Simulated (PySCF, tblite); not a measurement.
**CH11NSi5: geometry, infrared bands and NMR shifts**

Aim: predict the infrared bands and NMR shifts of CH11NSi5 (`N#C[SiH2][Si@@H]([SiH3])[SiH2][SiH3]`).

Computed with tblite 0.8.0 and PySCF 2.14.0, with density-fitted response routines of our own, on a single molecule in the gas phase. Atoms are numbered from 0 throughout.

### Step 1. The molecule as given

18 atoms, charge 0, multiplicity 1; geometry from: force field or distance geometry start.

Bonds of the start (Å): N0–C1 1.16, C1–Si2 1.82, Si2–Si3 2.24, Si3–Si4 2.23, Si3–Si5 2.23, Si5–Si6 2.22, Si2–H7 1.46, Si2–H8 1.47, Si3–H9 1.50, Si4–H10 1.48, Si4–H11 1.48, Si4–H12 1.49, Si5–H13 1.46, Si5–H14 1.48, Si6–H15 1.49, Si6–H16 1.46, Si6–H17 1.47.

### Step 2. Geometry optimisation with GFN2-xTB

What the job is given:

```
{"job": {"kind": "relax", "xc": "GFN2-xTB", "basis": "xTB"}, "charge": 0, "multiplicity": 1}
N     -3.710400     1.892800     2.062000
C     -2.685600     1.897900     1.521100
Si    -1.055300     1.856300     0.714900
Si    -0.321700    -0.239700     0.433500
Si    -2.037900    -1.411600    -0.379500
Si     1.289200    -0.298500    -1.102800
Si     3.314000    -0.601600    -0.242500
H     -1.169400     2.519900    -0.583700
H     -0.053500     2.513900     1.560100
H      0.130200    -0.816100     1.743600
H     -2.479700    -0.829100    -1.670600
H     -1.662000    -2.821800    -0.618800
H     -3.166600    -1.331400     0.587200
H      1.039200    -1.351500    -2.078700
H      1.280600     0.989200    -1.822800
H      3.159800    -0.773700     1.230400
H      3.967100    -1.764600    -0.846900
H      4.153300     0.576000    -0.518100
```

On the command line:

```console
OMP_NUM_THREADS=1 python probes_run.py task.json out
```

This one command runs all jobs of the session in turn.

What it wrote:

```text
step      E/eV     max force
  0    -522.23601    2.377
  1    -522.26179    6.122
  2    -522.43610    0.650
  3    -522.46420    0.552
  4    -522.56379    0.450
  5    -522.59182    0.435
  6    -522.64819    0.481
  7    -522.68717    0.438
  8    -522.71898    0.326
  9    -522.73666    0.347
 10    -522.75125    0.332
 11    -522.76188    0.252
 12    -522.76767    0.183
 13    -522.77184    0.121
 14    -522.77620    0.158
 15    -522.78073    0.208
 16    -522.78463    0.174
 17    -522.78759    0.125
 18    -522.79003    0.119
 19    -522.79220    0.153
 20    -522.79434    0.175
 21    -522.79683    0.178
 22    -522.79989    0.166
 23    -522.80314    0.154
 24    -522.80582    0.136
 25    -522.80759    0.099
 26    -522.80874    0.083
 27    -522.80996    0.108
 28    -522.81188    0.164
 29    -522.81447    0.204
 30    -522.81675    0.162
 31    -522.81793    0.076
 32    -522.81845    0.053
 33    -522.81885    0.064
 34    -522.81946    0.089
 35    -522.82022    0.092
 36    -522.82084    0.064
 37    -522.82114    0.032
 38    -522.82128    0.023
 39    -522.82138    0.023
 40    -522.82147    0.018
 41    -522.82154    0.017
 42    -522.82159    0.020
 43    -522.82166    0.026
 44    -522.82175    0.025
 45    -522.82184    0.020
 46    -522.82189    0.012
 47    -522.82191    0.011
 48    -522.82193    0.014
 49    -522.82197    0.018
 50    -522.82202    0.021
 51    -522.82206    0.015
 52    -522.82208    0.009
```

Run time: 0.65 s. Hardware: 1 thread of Arm Neoverse V1, shared host; peak memory 0.18 GiB.

Relaxation path: (not every step is listed)

| step | energy from step 0 (eV) | largest force (eV/Å) |
| --- | --- | --- |
| 0 | 0.0000 | 2.3771 |
| 1 | -0.0258 | 6.1216 |
| 2 | -0.2001 | 0.6500 |
| 3 | -0.2282 | 0.5516 |
| 4 | -0.3278 | 0.4500 |
| 5 | -0.3558 | 0.4354 |
| 6 | -0.4122 | 0.4814 |
| 7 | -0.4512 | 0.4377 |
| 8 | -0.4830 | 0.3258 |
| 11 | -0.5259 | 0.2524 |
| 14 | -0.5402 | 0.1578 |
| 17 | -0.5516 | 0.1247 |
| 20 | -0.5583 | 0.1754 |
| 23 | -0.5671 | 0.1538 |
| 26 | -0.5727 | 0.0828 |
| 29 | -0.5785 | 0.2036 |
| 32 | -0.5824 | 0.0525 |
| 35 | -0.5842 | 0.0919 |
| 38 | -0.5853 | 0.0228 |
| 41 | -0.5855 | 0.0175 |
| 44 | -0.5857 | 0.0251 |
| 47 | -0.5859 | 0.0108 |
| 48 | -0.5859 | 0.0140 |
| 49 | -0.5860 | 0.0181 |
| 50 | -0.5860 | 0.0210 |
| 51 | -0.5861 | 0.0151 |
| 52 | -0.5861 | 0.0094 |

Distances of close pairs at the start and the end, largest changes first:

```csv
bond,before (Å),after (Å),change (Å)
Si3–Si5,2.227,2.341,+0.115
Si3–Si4,2.232,2.331,+0.100
Si2–Si3,2.238,2.336,+0.097
Si5–Si6,2.221,2.314,+0.093
C1–Si2,1.819,1.866,+0.047
Si4–H12,1.488,1.461,-0.027
Si6–H15,1.491,1.466,-0.025
Si4–H10,1.484,1.465,-0.019
```

The final coordinates are the input of the step that follows.

### Step 3. Infrared spectrum with GFN2-xTB

What the job is given:

```
{"job": {"kind": "ir", "xc": "GFN2-xTB", "basis": "xTB"}, "charge": 0, "multiplicity": 1}
N     -3.723819     1.927783     2.101188
C     -2.697663     1.980205     1.592230
Si    -1.029110     1.971261     0.756517
Si    -0.433066    -0.234891     0.273172
Si    -2.256619    -1.532510    -0.379064
Si     1.417737    -0.306977    -1.159274
Si     3.520451    -0.612388    -0.243005
H     -1.249399     2.820490    -0.419593
H     -0.185109     2.722824     1.692109
H      0.040264    -0.767516     1.576767
H     -2.762656    -1.060570    -1.670243
H     -1.872555    -2.934963    -0.562022
H     -3.364075    -1.501844     0.573505
H      1.152844    -1.347476    -2.166738
H      1.396190     0.937537    -1.950323
H      3.418644    -0.804934     1.206437
H      4.214527    -1.785474    -0.778329
H      4.404653     0.535760    -0.454991
```

What it wrote:

```text
mode    cm-1     km/mol
  1     -34.0      0.01
  2     -10.5      0.27
  3       6.6      3.20
  4      30.1      0.00
  5      49.8      4.43
  6      64.6      0.84
  7      85.6      3.59
  8     104.4      6.56
  9     130.4      2.13
 10     250.9      5.83
 11     295.1      0.92
 12     324.8     13.66
 13     335.1      3.00
 14     360.9      8.25
 15     388.4      7.51
 16     426.3     70.77
 17     429.2     19.01
 18     444.2      0.22
 19     456.6     17.86
 20     472.8      0.45
 21     496.6      5.66
 22     565.0    696.10
 23     574.2    251.84
 24     584.9      8.55
 25     593.9    404.27
 26     622.3      2.99
 27     659.8    191.99
 28     675.3    193.81
 29     769.2    956.21
 30     783.4    246.16
 31     793.8    106.74
 32     807.7     59.29
 33     814.1    166.75
 34     817.4     45.01
 35     819.0    136.85
 36     840.2    249.34
 37    2027.3    204.26
 38    2130.3    215.14
 39    2151.0    177.05
 40    2212.1    229.56
 41    2223.4     63.71
 42    2230.4    244.09
 43    2232.1    215.40
 44    2239.2    554.05
 45    2241.6    502.97
 46    2243.4    189.93
 47    2271.3    242.59
 48    2339.0     89.39
```

Run time: 1.2 s. Hardware: 1 thread of Arm Neoverse V1, shared host; peak memory 0.18 GiB.

Which atoms move in the most intense modes:

| cm⁻¹ | km/mol | atoms |
| --- | --- | --- |
| 565 | 696.1 | H14 43 %, H9 42 % |
| 574 | 251.8 | H13 62 %, H9 15 %, H14 13 % |
| 594 | 404.3 | H9 64 %, H8 17 % |
| 769 | 956.2 | H10 24 %, H12 24 %, H11 22 % |
| 783 | 246.2 | H17 21 %, H16 20 %, H15 18 % |
| 840 | 249.3 | H14 40 %, H13 40 % |
| 2239 | 554.0 | H10 85 % |
| 2242 | 503.0 | H17 74 %, H16 17 % |

### Step 4. NMR shieldings: PBE0/pcSseg-1

Settings changed since step 3:

```diff
@@ -1,2 +1,2 @@
-{"job": {"kind": "ir", "xc": "GFN2-xTB", "basis": "xTB"}, "charge": 0, "multiplicity": 1}
+{"job": {"kind": "nmr", "xc": "PBE0", "basis": "pcSseg-1"}, "charge": 0, "multiplicity": 1}
 N     -3.723819     1.927783     2.101188
```

Method: GIAO PBE0/pcSseg-1 NMR shielding, non-relativistic, gas phase.

What it wrote:

```text
coarse grid: 17088 points
cycle   1  E = -1546.0501320382  dE =  5.735e-02  |g| = 3.739e-01  |ddm| = 3.807e+00
cycle   2  E = -1545.9488781142  dE =  1.013e-01  |g| = 7.622e-01  |ddm| = 8.665e-01
cycle   3  E = -1546.0860610987  dE = -1.372e-01  |g| = 1.014e-01  |ddm| = 5.331e-01
cycle   4  E = -1546.0882536429  dE = -2.193e-03  |g| = 2.826e-02  |ddm| = 1.118e-01
cycle   5  E = -1546.0884736425  dE = -2.200e-04  |g| = 5.681e-03  |ddm| = 3.802e-02
cycle   6  E = -1546.0884836638  dE = -1.002e-05  |g| = 1.121e-03  |ddm| = 1.011e-02
cycle   7  E = -1546.0884840347  dE = -3.709e-07  |g| = 1.803e-04  |ddm| = 1.737e-03
final grid: 140928 points
cycle   8  E = -1546.1243768810  dE = -1.584e-05  |g| = 3.370e-03  |ddm| = 1.902e-02
cycle   9  E = -1546.1243757686  dE =  1.112e-06  |g| = 3.824e-03  |ddm| = 6.012e-03
cycle  10  E = -1546.1243782921  dE = -2.523e-06  |g| = 1.865e-03  |ddm| = 3.371e-03
cycle  11  E = -1546.1243790417  dE = -7.495e-07  |g| = 1.711e-04  |ddm| = 1.119e-03
cycle  12  E = -1546.1243790494  dE = -7.777e-09  |g| = 2.983e-05  |ddm| = 2.173e-04
cycle  13  E = -1546.1243790497  dE = -2.219e-10  |g| = 1.106e-05  |ddm| = 6.359e-05
converged SCF energy = -1546.1243790497

GIAO shielding tensors (ppm)
atom      isotropic    diamagn.    paramagn.     s11        s22        s33       span
  0 N     -102.978     337.023    -440.001   -301.552   -299.896    292.513    594.065
  1 C       64.421     263.328    -198.907    -50.197    -45.882    289.342    339.539
  2 Si     445.398     879.771    -434.373    419.308    442.482    474.404     55.096
  3 Si     486.968     883.596    -396.628    477.438    482.556    500.910     23.472
  4 Si     457.694     881.089    -423.395    436.015    462.371    474.697     38.683
  5 Si     481.640     882.005    -400.364    462.606    485.562    496.753     34.147
  6 Si     461.849     879.900    -418.051    449.274    454.545    481.728     32.454
  7 H       27.483      28.573      -1.091     23.561     26.331     32.557      8.996
  8 H       27.320      28.241      -0.921     23.107     26.099     32.755      9.648
  9 H       28.284      31.882      -3.598     24.485     26.361     34.007      9.522
 10 H       28.049      29.870      -1.821     24.735     25.813     33.598      8.863
 11 H       27.984      29.688      -1.703     24.024     26.047     33.882      9.858
 12 H       27.687      30.296      -2.609     23.549     25.966     33.546      9.997
 13 H       28.295      30.565      -2.270     23.513     27.166     34.207     10.694
 14 H       28.417      30.504      -2.087     24.084     27.111     34.056      9.972
 15 H       28.254      29.287      -1.033     24.118     27.408     33.234      9.115
 16 H       28.041      28.495      -0.455     24.288     25.606     34.228      9.940
 17 H       28.097      28.570      -0.473     24.424     25.751     34.115      9.690
```

It took 44 s on 1 thread of Arm Neoverse V1, shared host; peak memory 0.94 GiB.

The references, computed at this level on geometries of the same kind, shield at (ppm): 1H TMS 31.72, 13C TMS 186.9, 29Si TMS 349.2, 15N NH3 267.7. Their shielding less the atom's gives the shift. The references are single molecules in the gas phase, so shifts against H2O, NH3, PH3, H3PO4 or CFCl3 are not on the usual liquid scales and can be off by tens of ppm. Atoms listed in one row are averaged.

| atoms | environment | σ (ppm) | δ (ppm) | δ scaled to CDCl3 |
| --- | --- | --- | --- | --- |
| C1 | nitrile carbon | 64.4 | 122.5 | 117.6 |
| H8 | hydrogen on a silicon bonded to C, Si | 27.32 | 4.40 | – |
| H7 | hydrogen on a silicon bonded to C, Si | 27.48 | 4.23 | – |
| H10, H11, H12 | hydrogen on a silicon bonded to Si | 27.91 | 3.81 | – |
| H15, H16, H17 | hydrogen on a silicon bonded to Si | 28.13 | 3.59 | – |
| H9 | hydrogen on a silicon bonded to 3 Si | 28.28 | 3.43 | – |
| H13 | hydrogen on a silicon bonded to 2 Si | 28.30 | 3.42 | – |
| H14 | hydrogen on a silicon bonded to 2 Si | 28.42 | 3.30 | – |
| N0 | nitrile nitrogen | -103.0 | 370.7 | – |
| Si2 | silicon bonded to C, Si, 2 H | 445.4 | -96.2 | – |
| Si4 | silicon bonded to Si, 3 H | 457.7 | -108.5 | – |
| Si6 | silicon bonded to Si, 3 H | 461.8 | -112.7 | – |
| Si5 | silicon bonded to 2 Si, 2 H | 481.6 | -132.5 | – |
| Si3 | silicon bonded to 3 Si, H | 487.0 | -137.8 | – |

The scaled column applies a straight-line fit of computed shieldings to shifts measured in CDCl3 (root-mean-square error 0.16 ppm for H, 1.9 ppm for C).

The run also stored atomic charges by several schemes (e):

```
atoms  Mulliken    IAO  Hirshfeld  ESP fit
   N0     -0.21  -0.20      -0.20    -0.40
   C1     -0.19  -0.15      -0.04     0.20
  Si2      0.50   0.47       0.28     0.21
  Si3     -0.33   0.01       0.10     0.05
  Si4      0.29   0.33       0.23     0.21
  Si5      0.01   0.15       0.15     0.16
  Si6      0.23   0.31       0.23     0.25
```

Mayer bond orders: N0–C1 2.93, C1–Si2 0.82, Si2–Si3 0.87, Si3–Si4 0.89, Si3–Si5 0.83, Si5–Si6 0.87.

### Step 5. What came out

| quantity | value |
| --- | --- |
| strongest single infrared mode (GFN2-xTB) | 769 cm⁻¹, 956 km/mol |
| zero-point energy (GFN2-xTB) | 60.6 kcal/mol |
| 13C shifts against TMS (PBE0/pcSseg-1) | 122.5 ppm |
| 1H shifts against TMS (PBE0/pcSseg-1, means over atoms taken as alike) | 4.40, 4.23, 3.81, 3.59, 3.43, 3.42, 3.30 ppm |
| 15N shifts against NH3 (PBE0/pcSseg-1) | 370.7 ppm |
| 29Si shifts against TMS (PBE0/pcSseg-1) | -96.2, -108.5, -112.7, -132.5, -137.8 ppm |

The optimisation took 52 steps and gained 0.586 eV; among the close pairs (by a distance rule), Si3–Si5 changed most, from 2.227 to 2.341 Å. The lowest mode is imaginary (34i cm⁻¹), so the xTB geometry is not a minimum. The strongest single mode, at 769 cm⁻¹, has its largest shares on H10, H12 and H11 (the list is cut at 3 atoms). GFN2-xTB is a fitted tight-binding method: band positions and strengths are rough. Its intensities can rank the bands wrongly. At PBE0/pcSseg-1: The widest tensor belongs to N0: span 594 ppm, with a paramagnetic part of -440 ppm.
